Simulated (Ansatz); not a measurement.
# BrH4InOSSi: a ladder of functionals and wavefunction methods

An exercise on one series of results from a longer session: the logs are not shown, and one member is left open.

Computed with Ansatz 0.2.0, Gaussian basis. Level: functionals in def2-TZVPP, the program's frozen cores in correlated methods.

The runs, in order: PBE-D4, r2SCAN-D4, PBE0-D4, B3LYP-D4, ωB97X-V, ωB97M-V, B2PLYP; CCSD(T)/def2-TZVPP; MP2/def2-QZVPP; extrapolation to the limit.

## The geometry

The geometry comes from an earlier relaxation with PBE0-D4 in a triple-zeta def2 set; it is a stationary point, not always the lowest conformer. In takes the def2 core potential; no spin-orbit term is included.

SMILES `[SiH3][O][In]([SH])[Br]`, 9 atoms, charge 0, spin multiplicity 1.

Atoms are counted from 1 here; the program's logs count them from 0.

Bond lengths: Si1–O2 1.635 Å, Si1–H6 1.490 Å, Si1–H7 1.490 Å, Si1–H8 1.486 Å, O2–In3 1.966 Å, In3–S4 2.351 Å, In3–Br5 2.445 Å, S4–H9 1.346 Å. Angles: O2–Si1–H6 111.3°, O2–Si1–H7 111.4°, O2–Si1–H8 108.4°, H6–Si1–H7 107.9°, H6–Si1–H8 108.9°, H7–Si1–H8 108.9°, Si1–O2–In3 135.4°, O2–In3–S4 118.0°, O2–In3–Br5 116.6°, S4–In3–Br5 125.5°, In3–S4–H9 91.5°.

The first run:

Contents of in.yaml:

```yaml
crystal:
  periodic: [false, false, false]
  atoms:
    - {symbol: Si, position_ang: [-1.666037, -0.531757, 0.510468]}
    - {symbol: O, position_ang: [-0.405353, -0.039029, -0.407111]}
    - {symbol: In, position_ang: [1.478410, 0.411821, -0.070920]}
    - {symbol: S, position_ang: [2.800605, 1.059252, -1.903748]}
    - {symbol: Br, position_ang: [2.245581, 0.247812, 2.244539]}
    - {symbol: H, position_ang: [-1.405102, -1.867634, 1.116671]}
    - {symbol: H, position_ang: [-1.942108, 0.428288, 1.616183]}
    - {symbol: H, position_ang: [-2.869330, -0.624697, -0.357280]}
    - {symbol: H, position_ang: [1.763335, 0.915953, -2.748793]}
basis:
  gaussian: {orbitals: def2-TZVPP}
hamiltonian: {xc: pbe, dispersion: d4}
output: {forces: true, orbitals: {seedname: orbitals}}
```

Command:

```
$ ansatz run in.yaml --threads 2 --pin off --events-out ev --progress --plain --max-ram 32768MiB --backend cpu
```

Among the steps run: PBE-D4 (GGA); r2SCAN-D4 (meta-GGA); PBE0-D4 (hybrid); B3LYP-D4 (hybrid); ωB97X-V (range-separated); ωB97M-V (range-separated); B2PLYP (double hybrid); CCSD(T) in def2-TZVPP; MP2 in def2-QZVPP.

One table of the session follows, with a row left open; its other results are not shown here.

It belongs to the step «Atomisation energies». 

| method | atomisation energy (eV) |
| --- | --- |
| PBE-D4 | 27.648 |
| r2SCAN-D4 | 27.829 |
| PBE0-D4 | 27.298 |
| B3LYP-D4 | 27.312 |
| ωB97X-V | 27.987 |
| ωB97M-V | 27.770 |
| B2PLYP | 27.152 |
| HF/def2-TZVPP | ? |
| MP2/def2-TZVPP | 27.492 |
| CCSD/def2-TZVPP | 26.545 |
| CCSD(T)/def2-TZVPP | 27.044 |
| MP2/CBS | 28.522 |
| CCSD(T)/CBS | 28.074 |

**Question.** Estimate the row for HF/def2-TZVPP.

The run gave: atomisation energy (eV): 19.889. In the column «atomisation energy (eV)» it is the lowest.
